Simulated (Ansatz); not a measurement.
# Zr5N: the cost of one run

Method: DFT PBE, scalar-relativistic, plane waves, PAW, in Ansatz 0.2.0.

## Step 1: Starting point

Symmetry: P6/mmm, No. 191, hexagonal system. Conventional cell: a = 5.209 Å, b = 5.209 Å, c = 4.110 Å, α = 90.00°, β = 90.00°, γ = 120.00°. Zr (site symmetry mmm) has 8 Zr at 2.55 to 2.60 Å and 4 N at 3.32 Å as nearest neighbours. Zr (site symmetry -6m2) is surrounded by 9 Zr at 2.55 to 3.01 Å and 3 N at 3.01 Å. Around N (site symmetry 6/mmm) lie 18 Zr at 3.01 to 3.32 Å.

As a file:

```cif
data_structure
_symmetry_space_group_name_H-M 'P 1'
_symmetry_Int_Tables_number 1
_cell_length_a 5.2091
_cell_length_b 5.2091
_cell_length_c 4.1100
_cell_angle_alpha 90.000
_cell_angle_beta 90.000
_cell_angle_gamma 120.000
_cell_volume 96.58
loop_
_atom_site_label
_atom_site_type_symbol
_atom_site_fract_x
_atom_site_fract_y
_atom_site_fract_z
_atom_site_occupancy
Zr1 Zr 0.00000 0.50000 0.50000 1
Zr2 Zr 0.33333 0.66667 0.00000 1
Zr3 Zr 0.66667 0.33333 0.00000 1
Zr4 Zr 0.50000 0.00000 0.50000 1
Zr5 Zr 0.50000 0.50000 0.50000 1
N1 N 0.00000 0.00000 0.00000 1
```

Recipe of the guess: species swapped into a database cell of EuNi5 (P6/mmm, No. 191), with N on the Eu sites and Zr on the Ni sites. Lengths come from tabulated atomic sizes and are only a guess.

## Step 2: Probe: one point on a coarse mesh

Contents of input.yaml:

```yaml
crystal:
  lattice:
    - [5.20911145, 0.0, 0.0]
    - [-2.60455572, 4.51122285, 0.0]
    - [0.0, 0.0, 4.10997245]
  atoms:
    - { symbol: Zr, position: [0.0, 0.5, 0.5] }
    - { symbol: Zr, position: [0.33333333, 0.66666667, 0.0] }
    - { symbol: Zr, position: [0.66666667, 0.33333333, 0.0] }
    - { symbol: Zr, position: [0.5, 0.0, 0.5] }
    - { symbol: Zr, position: [0.5, 0.5, 0.5] }
    - { symbol: "N", position: [0.0, 0.0, 0.0] }
basis:
  ecutwfc: 420
kpoints:
  mp_grid: { grid: [6, 6, 4] }
hamiltonian:
  xc: pbe
scf:
  occupations: { method: gaussian, width: 0.1 }
  lower_state_search: "off"
output:
  forces: true
  stress: true
  eigenvalues: true
```

Started as:

```bash
$ ansatz run input.yaml --threads 1 --pin off --max-ram 2560MiB --backend cpu --events-out ev --progress --plain --runs-dir out
```

**Question.** How long does this run take on 1 thread of Intel Xeon Platinum 8375C at 2.90GHz (Ice Lake), shared host, and how much memory does it need?

About 4.4 s, with a peak of 0.44 GiB.
